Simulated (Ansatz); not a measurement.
Run this with Ansatz 0.2.0, Python API and show what comes out.

The script reads `pbs.cif`:
```cif
data_PbS
_cell_length_a 4.194204
_cell_length_b 4.194204
_cell_length_c 4.194204
_cell_angle_alpha 60.00000
_cell_angle_beta 60.00000
_cell_angle_gamma 60.00000
_symmetry_space_group_name_H-M 'P 1'
_symmetry_Int_Tables_number 1
loop_
_symmetry_equiv_pos_as_xyz
'x, y, z'
loop_
_atom_site_label
_atom_site_type_symbol
_atom_site_fract_x
_atom_site_fract_y
_atom_site_fract_z
Pb1 Pb    0.000000    0.000000    0.000000
S2 S    0.500000    0.500000    0.500000
```

Script `run_ddh.py`:
```python
'''Dielectric-dependent hybrid for PbS.'''

import warnings

import ansatz as az
from ase.io import read
import numpy as np


def count_gap(report):
    # lowest empty less highest filled band, counting bands; zero where they overlap
    return max(report.get('gap_by_band_count_ev') or 0.0, 0.0)

warnings.simplefilter('ignore', az.DeckWarning)

atoms = read('pbs.cif')
cell = az.Crystal.from_ase(atoms)

model = cell.calculation()
model = model.basis(450).kpoints(4)
model = model.scf(tolerance=1e-09)
model = model.occupations('fixed')
model = model.band_table()
semilocal = model.functional('pbe').run().report
hybrid = model.functional(exchange='pbe', correlation='pbe', exact_fraction='inverse_dielectric').run().report
alpha = hybrid['hybrid']['exact_exchange_fraction']
print(f'fraction of exact exchange {alpha:.4f}, so eps_inf = {1 / alpha:.2f}')
print(f'gap by band count: {count_gap(semilocal):.3f} eV semilocal, {count_gap(hybrid):.3f} eV hybrid')
```

```console
$ python run_ddh.py
fraction of exact exchange 0.0584, so eps_inf = 17.14
gap by band count: 0.357 eV semilocal, 0.592 eV hybrid
```

The fraction is 0.0584, one over a mean dielectric constant (a third of the trace) of 17.14. It opens the gap from 0.357 to 0.592 eV, by 0.23 eV.

Reading the output:
- Energy and stress may still move on a finer k-point mesh.
- Of the deposited cell: the entry's cell lengths or inner coordinates differ somewhat from later room-temperature determinations.
- The starting cell is as deposited in a crystallographic database; the results hold for this polymorph, which needn't be the stable one.
- Levels are Kohn-Sham eigenvalues on this mesh, without spin-orbit coupling.
- The gaps are those of a coarse mesh; the run finds the dielectric constant of the semilocal functional on meshes of its own.
- Wall time of the script: 34 s on 1 thread of Arm Neoverse V1, with other jobs on the host, peak memory 0.95 GiB.
